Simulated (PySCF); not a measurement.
# C5H9FN2Si: the cost of one run

Programs: PySCF 2.14.0. All values are calculated, for the isolated system unless a continuum is named. Atoms count from 0, parts from 1.

### Step 1. Starting point

18 atoms, charge 0, multiplicity 1; geometry: GFN1-xTB, MD frame. Parts: 1 = atoms 0–11, `N#C[SiH2]CCF`, charge 0; 2 = atoms 12–17, `CC#N`, charge 0.

### Step 2. NMR shieldings: 500 fs

What the job is given:

```
{"job": {"kind": "nmr", "xc": "PBE0", "basis": "pcSseg-1", "pop": false}, "charge": 0, "multiplicity": 1, "parts": [{"atoms": "0-11", "charge": 0, "multiplicity": 1}, {"atoms": "12-17", "charge": 0, "multiplicity": 1}]}
N      5.212984    -0.828402    -0.989565
C      4.370491    -0.207396    -0.505718
Si     3.282355     0.717543     0.714361
C      1.548330     1.088793    -0.118858
C      0.809405    -0.250865     0.117060
F      1.906092    -1.083452     0.422859
H      3.203477     0.133825     1.970524
H      3.909936     1.998451     0.874236
H      1.575942     1.440719    -1.135594
H      1.013478     1.834336     0.484459
H      0.126888    -0.241046     0.956700
H      0.386101    -0.595382    -0.816854
C     -4.968434     0.633968    -0.634928
C     -3.605405     0.399090    -0.429082
N     -2.482550     0.358746    -0.247360
H     -5.570943    -0.149474    -0.235299
H     -5.238572     1.579605    -0.109541
H     -5.208802     0.799680    -1.641346
```

Method: GIAO PBE0/pcSseg-1 NMR shielding, non-relativistic, gas phase.

On the command line:

```sh
> OMP_NUM_THREADS=1 python cluster_run.py task.json out
```

The driver reads the jobs from task.json and runs them one after another.

**Question.** How long does this first job take on 1 thread of Arm Neoverse N1, shared host, and how much memory does it need?

About 66 s, with a peak of 0.92 GiB.
